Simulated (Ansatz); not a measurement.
# C2H8O3Si2: one species, many methods

Aim: compute C2H8O3Si2 with functionals from several rungs and with coupled cluster. The yardstick is the atomisation energy at the CCSD(T) limit.

Method: functionals in def2-TZVPP, the program's frozen cores in correlated methods; program: Ansatz 0.2.0, Gaussian basis.

Plan: PBE-D4, r2SCAN-D4, PBE0-D4, B3LYP-D4, ωB97X-V, ωB97M-V, B2PLYP; CCSD(T)/def2-TZVPP; MP2/def2-QZVPP; extrapolation to the limit.

**1. The geometry**

The geometry comes from an earlier relaxation with PBE0-D4 in a triple-zeta def2 set; it is a stationary point, not always the lowest conformer.

SMILES `O[SiH2]/C=C\[SiH](O)O`, 15 atoms, charge 0, spin multiplicity 1.

Atoms are counted from 1 here; the program's logs count them from 0.

Bond lengths: O1–Si2 1.637 Å, O1–H8 0.968 Å, Si2–C3 1.867 Å, Si2–H9 1.485 Å, Si2–H10 1.491 Å, C3–C4 1.338 Å, C3–H11 1.094 Å, C4–Si5 1.853 Å, C4–H12 1.092 Å, Si5–O6 1.659 Å, Si5–O7 1.645 Å, Si5–H13 1.487 Å, O6–H14 0.959 Å, O7–H15 0.957 Å. Angles: Si2–O1–H8 116.3°, O1–Si2–C3 112.9°, O1–Si2–H9 106.8°, O1–Si2–H10 112.7°, C3–Si2–H9 109.0°, C3–Si2–H10 106.9°, H9–Si2–H10 108.4°, Si2–C3–C4 128.5°, Si2–C3–H11 114.5°, C4–C3–H11 117.0°, C3–C4–Si5 129.3°, C3–C4–H12 117.7°, Si5–C4–H12 113.0°, C4–Si5–O6 107.9°, C4–Si5–O7 108.0°, C4–Si5–H13 114.0°, O6–Si5–O7 109.1°, O6–Si5–H13 109.7° and more.

**2. PBE-D4 (GGA)**

Input file in.yaml:

```yaml
crystal:
  periodic: [false, false, false]
  atoms:
    - {symbol: O, position_ang: [-0.261247, 2.152686, -0.179773]}
    - {symbol: Si, position_ang: [0.264475, 1.540905, -1.604794]}
    - {symbol: C, position_ang: [0.691727, -0.273728, -1.502093]}
    - {symbol: C, position_ang: [0.562074, -1.102872, -0.459535]}
    - {symbol: Si, position_ang: [-0.064479, -0.750231, 1.248596]}
    - {symbol: O, position_ang: [-1.511908, 0.047377, 1.106963]}
    - {symbol: O, position_ang: [-0.313730, -2.189103, 2.005190]}
    - {symbol: H, position_ang: [-0.955252, 1.651963, 0.272939]}
    - {symbol: H, position_ang: [1.481812, 2.304978, -1.977564]}
    - {symbol: H, position_ang: [-0.737604, 1.690353, -2.699207]}
    - {symbol: H, position_ang: [1.090518, -0.698357, -2.427781]}
    - {symbol: H, position_ang: [0.869191, -2.142349, -0.595859]}
    - {symbol: H, position_ang: [0.870437, 0.049776, 2.083320]}
    - {symbol: H, position_ang: [-2.089705, 0.034421, 1.872470]}
    - {symbol: H, position_ang: [0.103700, -2.315818, 2.857116]}
basis:
  gaussian: {orbitals: def2-TZVPP}
hamiltonian: {xc: pbe, dispersion: d4}
output: {forces: true, orbitals: {seedname: orbitals}}
```

The run is started by

```bash
$ ansatz run in.yaml --threads 2 --pin off --events-out ev --progress --plain --max-ram 22528MiB --backend cuda --devices 0, --max-vram 18GiB
```

After this run come: r2SCAN-D4 (meta-GGA); PBE0-D4 (hybrid); B3LYP-D4 (hybrid); ωB97X-V (range-separated); ωB97M-V (range-separated); B2PLYP (double hybrid); CCSD(T) in def2-TZVPP; MP2 in def2-QZVPP.

Before running them: what should the planned runs give, taken together? Wanted: atomisation energy, CCSD(T)/CBS; farthest; mean size of error, hybrid; mean size of error, range-separated; gap, smallest and largest; T1 diagnostic; triples share of the correlation energy.

**Answer**, as computed:

| quantity | value |
| --- | --- |
| atomisation energy, CCSD(T)/CBS | 5908.9 kJ/mol |
| functionals within 29.5 kJ/mol (0.5 %) | r2SCAN-D4, ωB97X-V, ωB97M-V |
| farthest | B2PLYP (-93.0 kJ/mol) |
| mean size of error, hybrid | 52.7 kJ/mol |
| mean size of error, range-separated | 10.1 kJ/mol |
| gap, smallest and largest | 4.59 eV (PBE-D4), 11.32 eV (ωB97X-V) |
| T1 diagnostic | 0.0120 |
| triples share of the correlation energy | 3.8 % |

What this shows: PBE-D4 is off by +48.2 kJ/mol. Double hybrids carry the basis error of their MP2 part in triple zeta, and no dispersion term here, so their miss is partly the set-up's. The reference freezes the cores and leaves out relativity and excitations past (T), so misses under about 29.5 kJ/mol can't be ranked. Hartree-Fock recovers 72 % of the binding; the rest is correlation. The gap grows from 4.6 to 11.3 eV across the functionals, mostly with the share of exact exchange. The restricted reference is unstable towards a spin-broken one.
